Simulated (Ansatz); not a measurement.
# CuI: pressure up to the limit of the methods

One table from this session's results is given with a row withheld; the runs are named, their logs left out.

Computed with Ansatz 0.2.0 (DFT, r2SCAN, PAW with Ansatz's default frozen-core files, scalar-relativistic, unless a step's input says otherwise).

1 further run of the same task is left out (it didn't finish).

## The starting structure

It takes space group F-43m (No. 216, cubic). The conventional cell has a = 6.037 Å, b = 6.037 Å, c = 6.037 Å, α = 90.00°, β = 90.00°, γ = 90.00°. Cu (site symmetry -43m) is surrounded by 4 I at 2.61 Å. I (site symmetry -43m) is surrounded by 4 Cu at 2.61 Å.

Structure file:

```cif
data_structure
_symmetry_space_group_name_H-M 'F-43m'
_symmetry_Int_Tables_number 216
_cell_length_a 6.0374
_cell_length_b 6.0374
_cell_length_c 6.0374
_cell_angle_alpha 90.000
_cell_angle_beta 90.000
_cell_angle_gamma 90.000
_cell_volume 220.07
loop_
_atom_site_label
_atom_site_type_symbol
_atom_site_symmetry_multiplicity
_atom_site_Wyckoff_symbol
_atom_site_fract_x
_atom_site_fract_y
_atom_site_fract_z
_atom_site_occupancy
Cu1 Cu 4 a 0.00000 0.00000 0.00000 1
I1 I 4 d 0.25000 0.25000 0.75000 1
```

The file gives the conventional cell by its symmetry; the runs use the cell typed in the input.

Whether this phase is the stable one at these pressures isn't tested.

Atoms are numbered in the order of the input: Cu1, I2.

The first run:

Contents of input.yaml:

```yaml
crystal:
  lattice:
    - [0.0, 3.0187072258, 3.0187072258]
    - [3.0187072258, 0.0, 3.0187072258]
    - [3.0187072258, 3.0187072258, 0.0]
  atoms:
    - { symbol: Cu, position: [0.0, 0.0, 0.0] }
    - { symbol: I, position: [0.25, 0.25, 0.25] }
kpoints:
  mp_grid: { grid: [12, 12, 12] }
scf:
  occupations: { method: fermi_dirac, width: 0.1 }
hamiltonian:
  xc: r2scan
  pseudopotentials: { kind: paw }
output:
  forces: true
  stress: true
relax:
  f_tol: 0.005
  max_steps: 40
  cell: {}
```

Command:

```bash
ansatz run input.yaml --threads 1 --pin off --max-ram 2048MiB --backend cpu --events-out ev --progress --plain --runs-dir out
```

Steps of the session up to this table: Cell relaxed at zero pressure, PAW; Volume scaled by 1, PAW; Volume scaled by 0.92, PAW; Volume scaled by 0.84, PAW; Volume scaled by 0.84, PAW (partial_waves polarizable); Volume scaled by 0.76, PAW; Volume scaled by 0.68, PAW; Volume scaled by 0.68, PAW (cutoff 800 eV); Volume scaled by 0.6, PAW; Volume scaled by 0.6, PAW (partial_waves polarizable); Volume scaled by 0.52, PAW; Volume scaled by 0.52, PAW (partial_waves polarizable); Volume scaled by 0.45, PAW; Volume scaled by 0.45, PAW (cutoff 250 eV).

One of the session's tables, all rows but one given; the rest of the session is left out.

| method | volume over the first | volume (Å³/atom) | pressure (GPa) | gap on the k mesh (eV) |
| --- | --- | --- | --- | --- |
| PAW | 1 | 27.314 | -0.01 | 1.67 |
| PAW | 0.92 | 25.129 | 4.52 | 1.93 |
| PAW | 0.84 | 22.944 | 11.95 | 2.26 |
| PAW | 0.76 | 20.758 | 24.28 | 2.27 |
| PAW | 0.68 | 18.573 | 45.21 | 1.94 |
| PAW | 0.6 | 16.388 | 81.87 | 1.50 |
| PAW | 0.52 | 14.203 | 148.98 | 0.89 |
| PAW | 0.45 | 12.291 | 257.36 | 0.17 |
| PAW (cutoff 250 eV) | 0.45 | 12.291 | 260.47 | – |
| PAW (cutoff 800 eV) | 0.68 | 18.573 | 45.21 | 1.94 |
| PAW (partial_waves polarizable) | 0.84 | 22.944 | 11.95 | 2.26 |
| PAW (partial_waves polarizable) | 0.6 | 16.388 | 81.87 | 1.50 |
| PAW (partial_waves polarizable) | 0.52 | ? | ? | ? |

**Question.** Estimate the row for PAW (partial_waves polarizable), 0.52.

The run gave: volume (Å³/atom): 14.203; pressure (GPa): 148.97; gap on the k mesh (eV): 0.89.

Caveats from the session: Warnings in the runs' records: cutoff below recommended.
